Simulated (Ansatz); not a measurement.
**TaGa3: stress in a strained cell**

TaGa3 is deformed so: equal xx and yy strain of +2 %. What stress and forces result, by LAPW, PAW and all-electron datasets made for the crystal?

Program: Ansatz 0.2.0. Level of theory: DFT PBEsol, scalar-relativistic. These are calculated values, not measurements.

### 1 The structure to begin with

It takes space group I4/mmm (No. 139, tetragonal). The conventional cell has a = 3.796 Å, b = 3.796 Å, c = 8.704 Å, α = 90.00°, β = 90.00°, γ = 90.00°. Ta (site symmetry 4/mmm) is surrounded by 12 Ga at 2.68 to 2.89 Å. Ga (site symmetry -4m2) is surrounded by 8 Ga at 2.68 to 2.89 Å and 4 Ta at 2.89 Å. Around Ga (site symmetry 4/mmm) lie 4 Ta at 2.68 Å and 8 Ga at 2.89 Å.

Structure file:

```cif
data_structure
_symmetry_space_group_name_H-M 'I4/mmm'
_symmetry_Int_Tables_number 139
_cell_length_a 3.7960
_cell_length_b 3.7960
_cell_length_c 8.7040
_cell_angle_alpha 90.000
_cell_angle_beta 90.000
_cell_angle_gamma 90.000
_cell_volume 125.42
loop_
_atom_site_label
_atom_site_type_symbol
_atom_site_symmetry_multiplicity
_atom_site_Wyckoff_symbol
_atom_site_fract_x
_atom_site_fract_y
_atom_site_fract_z
_atom_site_occupancy
Ta1 Ta 2 a 0.00000 0.00000 0.00000 1
Ga1 Ga 4 d 0.00000 0.50000 0.25000 1
Ga2 Ga 2 b 0.50000 0.50000 0.00000 1
```

The file gives the conventional cell by its symmetry; the runs use the cell typed in the input.

Atoms are numbered in the order of the input: Ta1, Ga2, Ga3, Ga4.

### 2 After the deformation

Space group I4/mmm before, I4/mmm after.

### 3 Full-potential LAPW

input.yaml reads:

```yaml
crystal:
  lattice:
    - [-1.93596, 1.93596, 4.352]
    - [1.93596, -1.93596, 4.352]
    - [1.93596, 1.93596, -4.352]
  atoms:
    - { symbol: Ta, position: [0.0, 0.0, 0.0] }
    - { symbol: Ga, position: [0.75, 0.25, 0.5] }
    - { symbol: Ga, position: [0.25, 0.75, 0.5] }
    - { symbol: Ga, position: [0.5, 0.5, 0.0] }
kpoints:
  mp_grid: { grid: [14, 14, 14] }
  band_path:
    path:
      - [0.0, 0.0, 0.0]
      - [0.0, 0.0, 0.5]
      - [0.25, 0.25, 0.25]
      - [0.0, 0.5, 0.0]
      - [0.0, 0.0, 0.0]
      - [0.5, 0.5, -0.5]
      - [0.2994714905, 0.7005285095, -0.2994714905]
      - [-0.2994714905, 0.2994714905, 0.2994714905]
      - [0.0, 0.0, 0.0]
    npoints: 5
scf:
  occupations: { method: fermi_dirac, width: 0.05 }
hamiltonian:
  xc: pbesol
  pseudopotentials: { kind: all_electron, lapw: { basis_error: 0.001 } }
output:
  forces: true
  stress: true
  eigenvalues: true
```

Command:

```
$ ansatz run input.yaml --threads 1 --pin off --max-ram 4096MiB --backend cpu --events-out ev --progress --plain --runs-dir out
```

### 4 PAW with frozen cores

input.yaml reads:

```yaml
crystal:
  lattice:
    - [-1.93596, 1.93596, 4.352]
    - [1.93596, -1.93596, 4.352]
    - [1.93596, 1.93596, -4.352]
  atoms:
    - { symbol: Ta, position: [0.0, 0.0, 0.0] }
    - { symbol: Ga, position: [0.75, 0.25, 0.5] }
    - { symbol: Ga, position: [0.25, 0.75, 0.5] }
    - { symbol: Ga, position: [0.5, 0.5, 0.0] }
kpoints:
  mp_grid: { grid: [14, 14, 14] }
scf:
  occupations: { method: fermi_dirac, width: 0.05 }
hamiltonian:
  xc: pbesol
  pseudopotentials: { kind: paw }
output:
  forces: true
  stress: true
  eigenvalues: true
  efg: { contact_densities: true }
```

### 5 All-electron PAW on datasets made for the crystal

Changes to input.yaml since step 4:

```diff
@@ -16,3 +16,3 @@
   xc: pbesol
-  pseudopotentials: { kind: paw }
+  pseudopotentials: { kind: all_electron, datasets: crystal }
 output:
```

(Steps that only read results are left out.)

**Question.** What will these runs give? Wanted: pressure; largest shear or deviatoric stress.

The runs gave:

| quantity | value |
| --- | --- |
| pressure | LAPW -7.11, PAW -7.18, crystal datasets -7.12 GPa |
| largest shear or deviatoric stress (LAPW) | 2.18 GPa |

In words: The largest part of the stress beyond the pressure is 2.18 GPa in size, in the zz component; the atoms are carried along and not relaxed. No run of the undeformed cell stands beside it, so pressure and stress hold what the given cell had before the change, as far as its symmetry allows. PAW: stress within 0.07 GPa of LAPW. Crystal datasets: stress within 0.01 GPa of LAPW. Spin-orbit coupling is left out, though the cell holds Ta; in elements this heavy it can shift bands and gaps by tenths of an eV.
